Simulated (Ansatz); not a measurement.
# K3NaS2O8: the cost of one run

Computed with Ansatz 0.2.0 (DFT, PBE, plane-wave PAW, default files, scalar-relativistic, as far as a step names no other, unless a step's input says otherwise).

## (1) Starting point

Symmetry: P-3m1, No. 164, trigonal system. The conventional cell has a = 5.765 Å, b = 5.765 Å, c = 7.412 Å, α = 90.00°, β = 90.00°, γ = 120.00°. K (site symmetry 3m) has 7 O at 2.64 to 2.90 Å as nearest neighbours. Around K (site symmetry -3m) lie 12 O at 2.95 to 3.34 Å. Na (site symmetry -3m) is surrounded by 6 O at 2.41 Å. S (site symmetry 3m) has 4 O at 1.47 to 1.50 Å as nearest neighbours. O (site symmetry m) has 1 S at 1.50 Å as nearest neighbours. Around O (site symmetry 3m) lie 1 S at 1.47 Å.

As a file:

```cif
data_structure
_symmetry_space_group_name_H-M 'P-3m1'
_symmetry_Int_Tables_number 164
_cell_length_a 5.7654
_cell_length_b 5.7654
_cell_length_c 7.4123
_cell_angle_alpha 90.000
_cell_angle_beta 90.000
_cell_angle_gamma 120.000
_cell_volume 213.37
loop_
_atom_site_label
_atom_site_type_symbol
_atom_site_symmetry_multiplicity
_atom_site_Wyckoff_symbol
_atom_site_fract_x
_atom_site_fract_y
_atom_site_fract_z
_atom_site_occupancy
K1 K 2 d 0.33333 0.66667 0.17633 1
K2 K 1 b 0.00000 0.00000 0.50000 1
Na1 Na 1 a 0.00000 0.00000 0.00000 1
S1 S 2 d 0.66667 0.33333 0.26831 1
O1 O 6 i 0.19238 0.80762 0.80277 1
O2 O 2 d 0.66667 0.33333 0.46697 1
```

## (2) Gradients at the starting positions

Input file input.yaml:

```yaml
crystal:
  lattice:
    - [5.76536787, 0.0, 0.0]
    - [-2.882683935, 4.9929550376, 0.0]
    - [0.0, 0.0, 7.412331]
  atoms:
    - { symbol: K, position: [0.3333333333, 0.6666666667, 0.176333] }
    - { symbol: K, position: [0.0, 0.0, 0.5] }
    - { symbol: K, position: [0.6666666667, 0.3333333333, 0.823667] }
    - { symbol: Na, position: [0.0, 0.0, 0.0] }
    - { symbol: S, position: [0.6666666667, 0.3333333333, 0.268306] }
    - { symbol: S, position: [0.3333333333, 0.6666666667, 0.731694] }
    - { symbol: O, position: [0.192383, 0.807617, 0.802768] }
    - { symbol: O, position: [0.192383, 0.384766, 0.802768] }
    - { symbol: O, position: [0.615234, 0.807617, 0.802768] }
    - { symbol: O, position: [0.384766, 0.192383, 0.197232] }
    - { symbol: O, position: [0.807617, 0.615234, 0.197232] }
    - { symbol: O, position: [0.807617, 0.192383, 0.197232] }
    - { symbol: O, position: [0.6666666667, 0.3333333333, 0.466975] }
    - { symbol: O, position: [0.3333333333, 0.6666666667, 0.533025] }
kpoints:
  mp_grid: { grid: [5, 5, 3] }
scf:
  occupations: { method: fermi_dirac, width: 0.02 }
hamiltonian:
  xc: pbe
  pseudopotentials: { kind: paw }
output:
  forces: true
  stress: true
  populations: true
  efg:
    quadrupole_moments_barn: { K: 0.0603, Na: 0.104, S: -0.0694, O: -0.02558 }
    contact_densities: true
```

On the command line:

```
> ansatz run input.yaml --threads 1 --pin off --max-ram 2560MiB --backend cpu --events-out ev --progress --plain --runs-dir out
```

Q: Estimate wall time and peak memory on 1 thread of Intel Xeon 6975P-C (Granite Rapids), shared host.

About 11 s, with a peak of 0.56 GiB.
